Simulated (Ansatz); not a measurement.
# C3H6GeS: a ladder of functionals and wavefunction methods

An exercise on one series of results from a longer session: the logs are not shown, and one member is left open.

Computed with Ansatz 0.2.0, Gaussian basis. Level: functionals in def2-TZVPP, the program's frozen cores in correlated methods.

The runs, in order: LDA (SPW92), PBE-D4, revPBE-D4, BLYP-D4, r2SCAN-D4, B97M-V, PBE0-D4, B3LYP-D4, r2SCANh-D4, r2SCAN0-D4, HSE06-D4, BHLYP-D4, CAM-B3LYP-D4, LC-ωPBE, ωB97X-V, ωB97M-V, B2PLYP, PBE-QIDH; CCSD(T)/def2-SVP; CCSD(T)/def2-TZVPP; MP2/def2-QZVPP; extrapolation to the limit; RPA on PBE.

**The relaxed structure**

All runs share one geometry, relaxed beforehand with PBE0-D4 in a triple-zeta def2 set.

SMILES `[GeH3]/[CH]=C1\CS1`, 11 atoms, charge 0, spin multiplicity 1.

Atoms are counted from 1 here; the program's logs count them from 0.

Bond lengths: Ge1–C2 1.934 Å, Ge1–H6 1.539 Å, Ge1–H7 1.537 Å, Ge1–H8 1.539 Å, C2–C3 1.321 Å, C2–H9 1.085 Å, C3–C4 1.451 Å, C3–S5 1.731 Å, C4–S5 1.833 Å, C4–H10 1.086 Å, C4–H11 1.086 Å. Angles: C2–Ge1–H6 110.5°, C2–Ge1–H7 108.7°, C2–Ge1–H8 110.6°, H6–Ge1–H7 109.5°, H6–Ge1–H8 108.1°, H7–Ge1–H8 109.4°, Ge1–C2–C3 121.3°, Ge1–C2–H9 119.8°, C3–C2–H9 118.9°, C2–C3–C4 145.8°, C2–C3–S5 144.5°, C4–C3–S5 69.7°, C3–C4–S5 62.3°, C3–C4–H10 118.9°, C3–C4–H11 118.9°, S5–C4–H10 115.3°, S5–C4–H11 115.3°, H10–C4–H11 115.4° and more.

The first run:

Input file in.yaml:

```yaml
crystal:
  periodic: [false, false, false]
  atoms:
    - {symbol: Ge, position_ang: [-1.756375, 0.347068, 0.215226]}
    - {symbol: C, position_ang: [-0.081194, -0.137090, 1.050807]}
    - {symbol: C, position_ang: [1.024378, -0.275223, 0.341902]}
    - {symbol: C, position_ang: [1.617379, -0.213583, -0.981331]}
    - {symbol: S, position_ang: [2.711084, -0.654282, 0.422703]}
    - {symbol: H, position_ang: [-2.303521, 1.652166, 0.820646]}
    - {symbol: H, position_ang: [-1.516908, 0.540380, -1.290885]}
    - {symbol: H, position_ang: [-2.807583, -0.756870, 0.429487]}
    - {symbol: H, position_ang: [-0.041697, -0.301125, 2.123037]}
    - {symbol: H, position_ang: [1.416536, -1.017123, -1.683627]}
    - {symbol: H, position_ang: [1.803301, 0.758783, -1.427566]}
basis:
  gaussian: {orbitals: def2-TZVPP}
hamiltonian: {xc: lda}
output: {orbitals: {seedname: orbitals}}
```

Command:

```
$ ansatz run in.yaml --threads 4 --pin off --events-out ev --progress --plain --max-ram 10444MiB
```

Steps of the session up to this table: LDA; PBE-D4 (GGA); revPBE-D4 (GGA); BLYP-D4 (GGA); r2SCAN-D4 (meta-GGA); B97M-V (meta-GGA); B3LYP-D4 (hybrid); r2SCANh-D4 (hybrid); r2SCAN0-D4 (hybrid); HSE06-D4 (hybrid); BHLYP-D4 (hybrid); CAM-B3LYP-D4 (range-separated); LC-ωPBE (range-separated); ωB97X-V (range-separated); ωB97M-V (range-separated); B2PLYP (double hybrid); PBE-QIDH (double hybrid).

One table of the session follows, with a row left open; its other results are not shown here.

It belongs to the step «Frontier levels by functional». 

| functional | HOMO (eV) | gap (eV) |
| --- | --- | --- |
| LDA (SPW92) | -5.69 | 4.16 |
| PBE-D4 | -5.55 | 4.23 |
| revPBE-D4 | -5.50 | 4.26 |
| BLYP-D4 | -5.38 | 4.18 |
| r2SCAN-D4 | -5.76 | 4.63 |
| B97M-V | -5.82 | 4.72 |
| PBE0-D4 | -6.64 | 6.22 |
| B3LYP-D4 | -6.41 | 5.81 |
| r2SCANh-D4 | -6.16 | 5.36 |
| r2SCAN0-D4 | -6.77 | 6.46 |
| HSE06-D4 | ? | ? |
| BHLYP-D4 | -7.57 | 8.21 |
| CAM-B3LYP-D4 | -7.87 | 8.58 |
| LC-ωPBE | -9.21 | 10.99 |
| ωB97X-V | -8.86 | 10.57 |
| ωB97M-V | -8.71 | 10.33 |

Estimate the missing values for HSE06-D4.

As computed: HOMO (eV): -6.24; gap (eV): 5.46. In the column «HOMO (eV)» it lies between B3LYP-D4 (-6.41) and r2SCANh-D4 (-6.16).
